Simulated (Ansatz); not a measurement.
# YCr: the cost of one run

Computed with Ansatz 0.2.0 (DFT PBEsol, scalar-relativistic, plane waves, PAW, unless a step's input says otherwise).

## Step 1: The structure to begin with

The structure is cubic, space group Fm-3m (No. 225). Conventional cell: a = 5.926 Å, b = 5.926 Å, c = 5.926 Å, α = 90.00°, β = 90.00°, γ = 90.00°. Around Y (site symmetry m-3m) lie 6 Zn at 2.96 Å. Zn (site symmetry m-3m) has 6 Y at 2.96 Å as nearest neighbours.

Structure file:

```cif
data_structure
_symmetry_space_group_name_H-M 'P 1'
_symmetry_Int_Tables_number 1
_cell_length_a 4.1903
_cell_length_b 4.1903
_cell_length_c 4.1903
_cell_angle_alpha 60.000
_cell_angle_beta 60.000
_cell_angle_gamma 60.000
_cell_volume 52.03
loop_
_atom_site_label
_atom_site_type_symbol
_atom_site_fract_x
_atom_site_fract_y
_atom_site_fract_z
_atom_site_occupancy
Y1 Y 0.00000 0.00000 0.00000 1
Zn1 Zn 0.50000 0.50000 0.50000 1
```

The structure comes from the Materials Project (structure only).

## Step 2: Substitution of an element, cell strained: Zn → Cr, first probe

What differs from the listed cell: Cr takes all sites of Zn, and lengths are scaled by 1.033 as a first guess of the size; strain xx, yy, zz, yz, xz, xy = +0.9, +0.9, +0.9, +0.0, +0.0, +0.0 %.

input.yaml reads:

```yaml
crystal:
  lattice:
    - [0.0, 3.086107429, 3.086107429]
    - [3.086107429, 0.0, 3.086107429]
    - [3.086107429, 3.086107429, 0.0]
  atoms:
    - { symbol: "Y", position: [0.0, 0.0, 0.0] }
    - { symbol: Cr, position: [0.5, 0.5, 0.5], spin: 3.0 }
basis:
  ecutwfc: 420
kpoints:
  mp_grid: { grid: [6, 6, 6] }
hamiltonian:
  xc: pbesol
scf:
  occupations: { method: gaussian, width: 0.1 }
  lower_state_search: "off"
output:
  forces: true
  stress: true
  eigenvalues: true
  populations: true
magnetization:
  spin_polarized: true
```

**Question.** How long does this run take on 1 thread of an Arm CPU, shared host, and how much memory does it need?

About 3.5 s, with a peak of 0.31 GiB.
